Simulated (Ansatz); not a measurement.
## Molecular dynamics of Mg8HO8

Input file:

```yaml
accuracy: low
crystal:
  lattice:
    - [0.0, 3.865, 3.865]
    - [3.865, 0.0, 3.865]
    - [3.865, 3.865, 0.0]
  atoms:
    - { symbol: Mg, position: [0.00432471, 0.00027606, -0.01578872] }
    - { symbol: O, position: [0.2294145, 0.26115518, 0.25290908] }
    - { symbol: Mg, position: [0.00205444, 0.00500921, 0.48961315] }
    - { symbol: O, position: [0.24467121, 0.25529935, 0.74269776] }
    - { symbol: Mg, position: [0.00080818, 0.49738481, -0.00529694] }
    - { symbol: O, position: [0.252006, 0.74672917, 0.257453] }
    - { symbol: Mg, position: [-0.00701518, 0.50097236, 0.507097] }
    - { symbol: O, position: [0.25314677, 0.73683889, 0.76559816] }
    - { symbol: Mg, position: [0.49239233, -0.00195374, -0.00288177] }
    - { symbol: O, position: [0.75530639, 0.25250853, 0.24168382] }
    - { symbol: Mg, position: [0.51339588, -0.00345242, 0.50066742] }
    - { symbol: O, position: [0.73871555, 0.25053486, 0.74718294] }
    - { symbol: Mg, position: [0.49759872, 0.50115251, 0.0140285] }
    - { symbol: O, position: [0.77556829, 0.73605916, 0.24946901] }
    - { symbol: Mg, position: [0.48857932, 0.50406274, 0.51101325] }
    - { symbol: O, position: [0.75694059, 0.75962247, 0.75255768] }
    - { symbol: H, position: [0.38642405, 0.88152693, 0.37176545], spin: 1.0 }
magnetization:
  spin_polarized: true
basis:
  ecutwfc: 420.0
kpoints:
  mp_grid: { grid: [2, 2, 2] }
hamiltonian:
  xc: pbe
  pseudopotentials: { kind: paw, azcp: { folder: soft_1 } }
scf:
  occupations: { method: fermi_dirac, width: 0.05 }
  lower_state_search: "off"
md:
  timestep: 0.5
  n_steps: 210
  ensemble: nvt_nose_hoover
  temperature: 840.0
  initial_velocities: maxwell_boltzmann
  seed: 308989
  nose_hoover: { tau: 200.0, chain_length: 3 }
```

Command:

```bash
$ ansatz run input.yaml --threads 1 --pin off --max-ram 3072MiB --backend cpu --events-out ev --progress --plain --runs-dir out
```

It goes on from the last frame of an earlier run, with new velocities.

Output, in part (step lines):

```
md step     0: t =     0.00 fs  T =   840.0 K  F+E_penalty+E_count = -19955.22968699 eV  E_kin = 1.737254 eV  conserved = -19953.49243261 eV  (13 SCF iters)
md step     1: t =     0.50 fs  T =   837.9 K  F+E_penalty+E_count = -19955.22538842 eV  E_kin = 1.732978 eV  conserved = -19953.49241092 eV  (7 SCF iters)
md step     2: t =     1.00 fs  T =   831.0 K  F+E_penalty+E_count = -19955.21101462 eV  E_kin = 1.718658 eV  conserved = -19953.49235716 eV  (7 SCF iters)
md step     3: t =     1.50 fs  T =   819.7 K  F+E_penalty+E_count = -19955.18745551 eV  E_kin = 1.695181 eV  conserved = -19953.49227448 eV  (7 SCF iters)
md step     4: t =     2.00 fs  T =   804.5 K  F+E_penalty+E_count = -19955.15605855 eV  E_kin = 1.663890 eV  conserved = -19953.49216973 eV  (7 SCF iters)
md step     5: t =     2.50 fs  T =   786.4 K  F+E_penalty+E_count = -19955.11851431 eV  E_kin = 1.626464 eV  conserved = -19953.49205336 eV  (7 SCF iters)
md step     6: t =     3.00 fs  T =   766.3 K  F+E_penalty+E_count = -19955.07668951 eV  E_kin = 1.584757 eV  conserved = -19953.49193841 eV  (7 SCF iters)
md step     7: t =     3.50 fs  T =   744.9 K  F+E_penalty+E_count = -19955.03242219 eV  E_kin = 1.540594 eV  conserved = -19953.49183855 eV  (7 SCF iters)
[... lines left out ...]
md step   210: t =   105.00 fs  T =   641.1 K  F+E_penalty+E_count = -19954.70578131 eV  E_kin = 1.325796 eV  conserved = -19953.49172541 eV  (7 SCF iters)
```

The steps, from the saved trajectory:

```json
{"time (fs)": "0", "T (K)": "840", "potential energy less start (eV)": "0.000", "conserved less start (meV/atom)": "0.00"}
{"time (fs)": "3.5", "T (K)": "745", "potential energy less start (eV)": "0.197", "conserved less start (meV/atom)": "0.03"}
{"time (fs)": "7", "T (K)": "598", "potential energy less start (eV)": "0.501", "conserved less start (meV/atom)": "0.03"}
{"time (fs)": "10.5", "T (K)": "441", "potential energy less start (eV)": "0.827", "conserved less start (meV/atom)": "0.06"}
{"time (fs)": "14", "T (K)": "370", "potential energy less start (eV)": "0.973", "conserved less start (meV/atom)": "0.05"}
{"time (fs)": "17.5", "T (K)": "401", "potential energy less start (eV)": "0.910", "conserved less start (meV/atom)": "0.05"}
{"time (fs)": "21", "T (K)": "499", "potential energy less start (eV)": "0.708", "conserved less start (meV/atom)": "0.03"}
{"time (fs)": "24.5", "T (K)": "569", "potential energy less start (eV)": "0.565", "conserved less start (meV/atom)": "0.03"}
{"time (fs)": "28", "T (K)": "588", "potential energy less start (eV)": "0.529", "conserved less start (meV/atom)": "0.04"}
{"time (fs)": "31.5", "T (K)": "584", "potential energy less start (eV)": "0.539", "conserved less start (meV/atom)": "0.03"}
{"time (fs)": "35", "T (K)": "542", "potential energy less start (eV)": "0.627", "conserved less start (meV/atom)": "0.06"}
{"time (fs)": "38.5", "T (K)": "585", "potential energy less start (eV)": "0.542", "conserved less start (meV/atom)": "0.04"}
{"time (fs)": "42", "T (K)": "659", "potential energy less start (eV)": "0.392", "conserved less start (meV/atom)": "0.03"}
{"time (fs)": "45.5", "T (K)": "715", "potential energy less start (eV)": "0.279", "conserved less start (meV/atom)": "0.04"}
{"time (fs)": "49", "T (K)": "730", "potential energy less start (eV)": "0.252", "conserved less start (meV/atom)": "0.00"}
{"time (fs)": "52.5", "T (K)": "576", "potential energy less start (eV)": "0.575", "conserved less start (meV/atom)": "0.04"}
{"time (fs)": "56", "T (K)": "432", "potential energy less start (eV)": "0.875", "conserved less start (meV/atom)": "0.05"}
{"time (fs)": "59.5", "T (K)": "388", "potential energy less start (eV)": "0.970", "conserved less start (meV/atom)": "0.06"}
{"time (fs)": "63", "T (K)": "474", "potential energy less start (eV)": "0.796", "conserved less start (meV/atom)": "0.05"}
{"time (fs)": "66.5", "T (K)": "636", "potential energy less start (eV)": "0.463", "conserved less start (meV/atom)": "0.02"}
{"time (fs)": "70", "T (K)": "730", "potential energy less start (eV)": "0.275", "conserved less start (meV/atom)": "0.02"}
{"time (fs)": "73.5", "T (K)": "694", "potential energy less start (eV)": "0.357", "conserved less start (meV/atom)": "0.02"}
{"time (fs)": "77", "T (K)": "570", "potential energy less start (eV)": "0.619", "conserved less start (meV/atom)": "0.05"}
{"time (fs)": "80.5", "T (K)": "503", "potential energy less start (eV)": "0.763", "conserved less start (meV/atom)": "0.04"}
{"time (fs)": "84", "T (K)": "460", "potential energy less start (eV)": "0.856", "conserved less start (meV/atom)": "0.06"}
{"time (fs)": "87.5", "T (K)": "511", "potential energy less start (eV)": "0.755", "conserved less start (meV/atom)": "0.04"}
{"time (fs)": "91", "T (K)": "591", "potential energy less start (eV)": "0.597", "conserved less start (meV/atom)": "0.02"}
{"time (fs)": "94.5", "T (K)": "611", "potential energy less start (eV)": "0.561", "conserved less start (meV/atom)": "0.06"}
{"time (fs)": "98", "T (K)": "688", "potential energy less start (eV)": "0.411", "conserved less start (meV/atom)": "0.01"}
{"time (fs)": "101.5", "T (K)": "663", "potential energy less start (eV)": "0.471", "conserved less start (meV/atom)": "0.04"}
{"time (fs)": "105", "T (K)": "641", "potential energy less start (eV)": "0.524", "conserved less start (meV/atom)": "0.04"}
```

The run went to its last step. The conserved energy stayed within 0.065 meV per atom of its start (net change 0.042 meV per atom), so the integration is sound. The mean temperature of the second half is 32 % below the set value. A run of 0.1 ps of so small a system gives no equilibrium averages. Limits of this set-up: coarse k mesh, a small cell, in which the defect meets its images, low accuracy level.

Mean squared displacements from the first frame to the last, about the centre of mass: Mg 0.01 Å², O 0.01 Å², H 0.00 Å².

Last frame:

```xyz
17
Lattice="0.0000 3.8650 3.8650 3.8650 0.0000 3.8650 3.8650 3.8650 0.0000" Properties=species:S:1:pos:R:3
Mg -0.009 0.005 0.022
O 2.012 1.918 2.025
Mg 1.875 1.887 -0.063
O 3.799 3.870 1.855
Mg 1.822 0.028 1.989
O 3.824 1.884 3.761
Mg 3.851 1.949 1.902
O 5.871 3.960 3.819
Mg 0.011 1.993 1.963
O 1.911 3.903 3.917
Mg 2.016 3.838 1.915
O 3.946 5.761 3.877
Mg 2.001 1.963 3.882
O 3.785 3.867 5.852
Mg 3.858 3.795 3.868
O 5.873 5.769 5.779
H 4.793 2.901 4.887
```

Run time: 29 min on 1 thread of Arm Neoverse V1, with other jobs on the host, peak memory 0.44 GiB.
